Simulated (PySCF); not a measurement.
# IrNOH: a ladder of methods

How much do the numbers for IrNOH (quartet) hang on the method? All levels run at one geometry, the PBE0 minimum.

Program: PySCF 2.14.0. Level of theory: several methods, basis Ir def2-TZVP with ECP60, N def2-TZVP, O def2-TZVP, H def2-TZVP, scalar-relativistic core potentials, no spin–orbit coupling, density fitting. These are calculated values, not measurements.

## Step 1: Where the work starts

4 atoms, charge 0, spin multiplicity 4.

Bond lengths: Ir1–N2 1.692 Å, Ir1–O3 1.912 Å, O3–H4 0.963 Å. Angles: N2–Ir1–O3 128.2°, Ir1–O3–H4 114.8°.

```xyz
4
charge 0 multiplicity 4
Ir   -0.0508   -0.0939    0.0493
N     0.4208    0.6842    1.4753
O     0.1524    0.5141   -1.7522
H     1.0335    0.3944   -2.1213
```

## Step 2: PBE0

The steps are one call of a driver around PySCF; scf.py gives each level's set-up. Each SCF starts from the density of the minimum. The driver also runs the species with one electron less or more at the same geometry (one less: multiplicity 3); their logs are not shown.

File scf.py:

```python
from pyscf import gto, scf, dft
mol = gto.M(atom='''
Ir    -0.050824    -0.093878     0.049330
N      0.420798     0.684225     1.475299
O      0.152441     0.514063    -1.752183
H      1.033510     0.394391    -2.121265''',
    basis={'Ir': 'def2-TZVP', 'N': 'def2-TZVP', 'O': 'def2-TZVP', 'H': 'def2-TZVP'},
    ecp={'Ir': 'def2-TZVP'},
    charge=0, spin=3)
mf = dft.UKS(mol, xc='PBE0')
mf.grids.atom_grid = (99, 590)
aux = {'Ir': 'def2-universal-JKFIT', 'N': 'def2-universal-JKFIT', 'O': 'def2-universal-JKFIT', 'H': 'def2-universal-JKFIT'}
mf = mf.density_fit(auxbasis=aux)
mf.kernel()
```

Log:

```text
init E= -234.721145055655
[... the frontier-level lines of each cycle are left out ...]
cycle= 1 E= -234.721145056241  delta_E= -5.86e-10  |g|= 2.86e-06  |ddm|= 2.74e-05
Extra cycle  E= -234.721145056242  delta_E= -9.09e-13  |g|= 4.15e-06  |ddm|= 5.22e-06
converged SCF energy = -234.721145056242  <S^2> = 3.7662303  2S+1 = 4.008107
```

This level, with the species of one electron less or more, ran for 2.6 s (8 threads, shared host).

- energy: -234.721145 Eh
- one electron less (charge +1): -234.396636 Eh (triplet, ⟨S²⟩ 2.03)
- Mulliken charge of Ir1: +0.67 e

## Step 3: HF

scf.py, as its differences from that of step 2:

```diff
@@ -10,2 +10 @@
-mf = dft.UKS(mol, xc='PBE0')
-mf.grids.atom_grid = (99, 590)
+mf = scf.UHF(mol)
```

Log:

```text
init E= -233.271275544592
[... the frontier-level lines of each cycle are left out ...]
cycle= 1 E= -233.299403913286  delta_E= -0.0281  |g|= 0.0711  |ddm|= 0.285
cycle= 2 E= -233.304281654257  delta_E= -0.00488  |g|= 0.048  |ddm|= 0.092
cycle= 3 E= -233.30616888098  delta_E= -0.00189  |g|= 0.0291  |ddm|= 0.0474
cycle= 4 E= -233.308091646106  delta_E= -0.00192  |g|= 0.0235  |ddm|= 0.048
cycle= 5 E= -233.309233169199  delta_E= -0.00114  |g|= 0.0168  |ddm|= 0.0348
cycle= 6 E= -233.310553421782  delta_E= -0.00132  |g|= 0.0131  |ddm|= 0.0481
cycle= 7 E= -233.311526161113  delta_E= -0.000973  |g|= 0.00963  |ddm|= 0.0484
cycle= 8 E= -233.312169265238  delta_E= -0.000643  |g|= 0.00792  |ddm|= 0.0394
cycle= 9 E= -233.312598869644  delta_E= -0.00043  |g|= 0.00654  |ddm|= 0.0323
cycle= 10 E= -233.313036842384  delta_E= -0.000438  |g|= 0.00457  |ddm|= 0.0446
cycle= 11 E= -233.313194084716  delta_E= -0.000157  |g|= 0.00357  |ddm|= 0.0253
cycle= 12 E= -233.313303384678  delta_E= -0.000109  |g|= 0.00228  |ddm|= 0.03
cycle= 13 E= -233.313325538663  delta_E= -2.22e-05  |g|= 0.00167  |ddm|= 0.0106
cycle= 14 E= -233.313354592562  delta_E= -2.91e-05  |g|= 0.00112  |ddm|= 0.0156
cycle= 15 E= -233.313362208082  delta_E= -7.62e-06  |g|= 0.000866  |ddm|= 0.00628
cycle= 16 E= -233.313365595793  delta_E= -3.39e-06  |g|= 0.000772  |ddm|= 0.0042
cycle= 17 E= -233.313370900477  delta_E= -5.3e-06  |g|= 0.000612  |ddm|= 0.00496
cycle= 18 E= -233.313374683442  delta_E= -3.78e-06  |g|= 0.000547  |ddm|= 0.00366
cycle= 19 E= -233.31337943778  delta_E= -4.75e-06  |g|= 0.000453  |ddm|= 0.0052
cycle= 20 E= -233.313382763871  delta_E= -3.33e-06  |g|= 0.0004  |ddm|= 0.0045
cycle= 21 E= -233.313384813126  delta_E= -2.05e-06  |g|= 0.000376  |ddm|= 0.00298
cycle= 22 E= -233.313386547079  delta_E= -1.73e-06  |g|= 0.000352  |ddm|= 0.00247
cycle= 23 E= -233.313390785387  delta_E= -4.24e-06  |g|= 0.000298  |ddm|= 0.00685
cycle= 24 E= -233.313394637575  delta_E= -3.85e-06  |g|= 0.000243  |ddm|= 0.0079
cycle= 25 E= -233.313397137682  delta_E= -2.5e-06  |g|= 0.000183  |ddm|= 0.00717
cycle= 26 E= -233.313398982565  delta_E= -1.84e-06  |g|= 9.71e-05  |ddm|= 0.00952
cycle= 27 E= -233.313399208456  delta_E= -2.26e-07  |g|= 6.17e-05  |ddm|= 0.00288
cycle= 28 E= -233.313399262775  delta_E= -5.43e-08  |g|= 4.27e-05  |ddm|= 0.00142
cycle= 29 E= -233.313399278741  delta_E= -1.6e-08  |g|= 2.57e-05  |ddm|= 0.000664
cycle= 30 E= -233.313399281993  delta_E= -3.25e-09  |g|= 1.98e-05  |ddm|= 0.000206
cycle= 31 E= -233.313399284484  delta_E= -2.49e-09  |g|= 1.34e-05  |ddm|= 0.000161
cycle= 32 E= -233.313399285975  delta_E= -1.49e-09  |g|= 8.61e-06  |ddm|= 0.0001
cycle= 33 E= -233.31339928659  delta_E= -6.15e-10  |g|= 5.52e-06  |ddm|= 6.5e-05
Extra cycle  E= -233.313399286668  delta_E= -7.84e-11  |g|= 4.8e-06  |ddm|= 1.03e-05
converged SCF energy = -233.313399286668  <S^2> = 3.9452047  2S+1 = 4.0964398
```

This level, with the species of one electron less or more, took 7.3 s.

* energy: -233.313399 Eh
* one electron less (charge +1): -233.007478 Eh (triplet, ⟨S²⟩ 3.12)
* Mulliken charge of Ir1: +0.84 e

## Step 4: MP2

scf.py, as its differences from that of step 3:

```diff
@@ -13,0 +14,2 @@
+from pyscf.mp import dfump2
+dfump2.DFUMP2(mf, frozen=2).kernel()  # the driver gives MP2 a fitting basis of its own (RI)
```

Log:

```text
init E= -233.271275544592
[... the frontier-level lines of each cycle are left out ...]
cycle= 1 E= -233.299403913287  delta_E= -0.0281  |g|= 0.0711  |ddm|= 0.285
cycle= 2 E= -233.304281654256  delta_E= -0.00488  |g|= 0.048  |ddm|= 0.092
cycle= 3 E= -233.30616888098  delta_E= -0.00189  |g|= 0.0291  |ddm|= 0.0474
cycle= 4 E= -233.308091646107  delta_E= -0.00192  |g|= 0.0235  |ddm|= 0.048
cycle= 5 E= -233.309233169199  delta_E= -0.00114  |g|= 0.0168  |ddm|= 0.0348
cycle= 6 E= -233.310553421782  delta_E= -0.00132  |g|= 0.0131  |ddm|= 0.0481
cycle= 7 E= -233.311526161113  delta_E= -0.000973  |g|= 0.00963  |ddm|= 0.0484
cycle= 8 E= -233.312169265239  delta_E= -0.000643  |g|= 0.00792  |ddm|= 0.0394
cycle= 9 E= -233.312598869644  delta_E= -0.00043  |g|= 0.00654  |ddm|= 0.0323
cycle= 10 E= -233.313036842384  delta_E= -0.000438  |g|= 0.00457  |ddm|= 0.0446
cycle= 11 E= -233.313194084715  delta_E= -0.000157  |g|= 0.00357  |ddm|= 0.0253
cycle= 12 E= -233.313303384678  delta_E= -0.000109  |g|= 0.00228  |ddm|= 0.03
cycle= 13 E= -233.313325538663  delta_E= -2.22e-05  |g|= 0.00167  |ddm|= 0.0106
cycle= 14 E= -233.313354592561  delta_E= -2.91e-05  |g|= 0.00112  |ddm|= 0.0156
cycle= 15 E= -233.313362208082  delta_E= -7.62e-06  |g|= 0.000866  |ddm|= 0.00628
cycle= 16 E= -233.313365595793  delta_E= -3.39e-06  |g|= 0.000772  |ddm|= 0.0042
cycle= 17 E= -233.313370900477  delta_E= -5.3e-06  |g|= 0.000612  |ddm|= 0.00496
cycle= 18 E= -233.313374683444  delta_E= -3.78e-06  |g|= 0.000547  |ddm|= 0.00366
cycle= 19 E= -233.313379437781  delta_E= -4.75e-06  |g|= 0.000453  |ddm|= 0.0052
cycle= 20 E= -233.31338276387  delta_E= -3.33e-06  |g|= 0.0004  |ddm|= 0.0045
cycle= 21 E= -233.313384813125  delta_E= -2.05e-06  |g|= 0.000376  |ddm|= 0.00298
cycle= 22 E= -233.31338654708  delta_E= -1.73e-06  |g|= 0.000352  |ddm|= 0.00247
cycle= 23 E= -233.313390785387  delta_E= -4.24e-06  |g|= 0.000298  |ddm|= 0.00685
cycle= 24 E= -233.313394637573  delta_E= -3.85e-06  |g|= 0.000243  |ddm|= 0.0079
cycle= 25 E= -233.313397137682  delta_E= -2.5e-06  |g|= 0.000183  |ddm|= 0.00717
cycle= 26 E= -233.313398982565  delta_E= -1.84e-06  |g|= 9.71e-05  |ddm|= 0.00952
cycle= 27 E= -233.313399208456  delta_E= -2.26e-07  |g|= 6.17e-05  |ddm|= 0.00288
cycle= 28 E= -233.313399262774  delta_E= -5.43e-08  |g|= 4.27e-05  |ddm|= 0.00142
cycle= 29 E= -233.313399278741  delta_E= -1.6e-08  |g|= 2.57e-05  |ddm|= 0.000664
cycle= 30 E= -233.313399281992  delta_E= -3.25e-09  |g|= 1.98e-05  |ddm|= 0.000206
cycle= 31 E= -233.313399284483  delta_E= -2.49e-09  |g|= 1.34e-05  |ddm|= 0.000161
cycle= 32 E= -233.313399285974  delta_E= -1.49e-09  |g|= 8.61e-06  |ddm|= 0.0001
cycle= 33 E= -233.313399286591  delta_E= -6.17e-10  |g|= 5.52e-06  |ddm|= 6.5e-05
Extra cycle  E= -233.313399286668  delta_E= -7.7e-11  |g|= 4.8e-06  |ddm|= 1.03e-05
converged SCF energy = -233.313399286668  <S^2> = 3.9452047  2S+1 = 4.0964398
```

This level, with the species of one electron less or more, took 7.3 s.

```
energy                                                              : -234.151120 Eh
one electron less (charge +1)                                       : -233.790321 Eh (triplet, ⟨S²⟩ 3.12)
MP2 correlation in its own fitting basis (same spin, opposite spin) : -0.83772 Eh (-0.26107, -0.57665)
```

## Step 5: PBE

scf.py, as its differences from that of step 4:

```diff
@@ -10 +10,2 @@
-mf = scf.UHF(mol)
+mf = dft.UKS(mol, xc='PBE')
+mf.grids.atom_grid = (99, 590)
@@ -14,2 +14,0 @@
-from pyscf.mp import dfump2
-dfump2.DFUMP2(mf, frozen=2).kernel()  # the driver gives MP2 a fitting basis of its own (RI)
```

Log:

```text
init E= -234.797100062336
[... the frontier-level lines of each cycle are left out ...]
cycle= 1 E= -234.798599493333  delta_E= -0.0015  |g|= 0.0853  |ddm|= 0.189
cycle= 2 E= -234.765895007756  delta_E= 0.0327  |g|= 0.295  |ddm|= 0.242
cycle= 3 E= -234.801299506775  delta_E= -0.0354  |g|= 0.0437  |ddm|= 0.169
cycle= 4 E= -234.801579996742  delta_E= -0.00028  |g|= 0.035  |ddm|= 0.0434
cycle= 5 E= -234.80210927861  delta_E= -0.000529  |g|= 0.00496  |ddm|= 0.0231
cycle= 6 E= -234.802118756807  delta_E= -9.48e-06  |g|= 0.0017  |ddm|= 0.00465
cycle= 7 E= -234.802121099938  delta_E= -2.34e-06  |g|= 0.000708  |ddm|= 0.00429
cycle= 8 E= -234.802121770396  delta_E= -6.7e-07  |g|= 0.000361  |ddm|= 0.00264
cycle= 9 E= -234.802122207949  delta_E= -4.38e-07  |g|= 0.000217  |ddm|= 0.00268
cycle= 10 E= -234.802122667179  delta_E= -4.59e-07  |g|= 0.000167  |ddm|= 0.00385
cycle= 11 E= -234.802123050541  delta_E= -3.83e-07  |g|= 0.0001  |ddm|= 0.00486
cycle= 12 E= -234.802123199471  delta_E= -1.49e-07  |g|= 4.18e-05  |ddm|= 0.00404
cycle= 13 E= -234.802123215299  delta_E= -1.58e-08  |g|= 1.95e-05  |ddm|= 0.00138
cycle= 14 E= -234.802123216482  delta_E= -1.18e-09  |g|= 9.25e-06  |ddm|= 0.000403
cycle= 15 E= -234.80212321656  delta_E= -7.8e-11  |g|= 1.43e-06  |ddm|= 8.72e-05
Extra cycle  E= -234.802123216555  delta_E= 4.95e-12  |g|= 3.5e-06  |ddm|= 3.73e-06
converged SCF energy = -234.802123216555  <S^2> = 3.7555595  2S+1 = 4.0027788
```

This level, with the species of one electron less or more, took 8.5 s.

| Item | Value |
| --- | --- |
| energy | -234.802123 Eh |
| one electron less (charge +1) | -234.490915 Eh (triplet, ⟨S²⟩ 2.01) |
| Mulliken charge of Ir1 | +0.59 e |

(Part 1 of 2 ends here.)
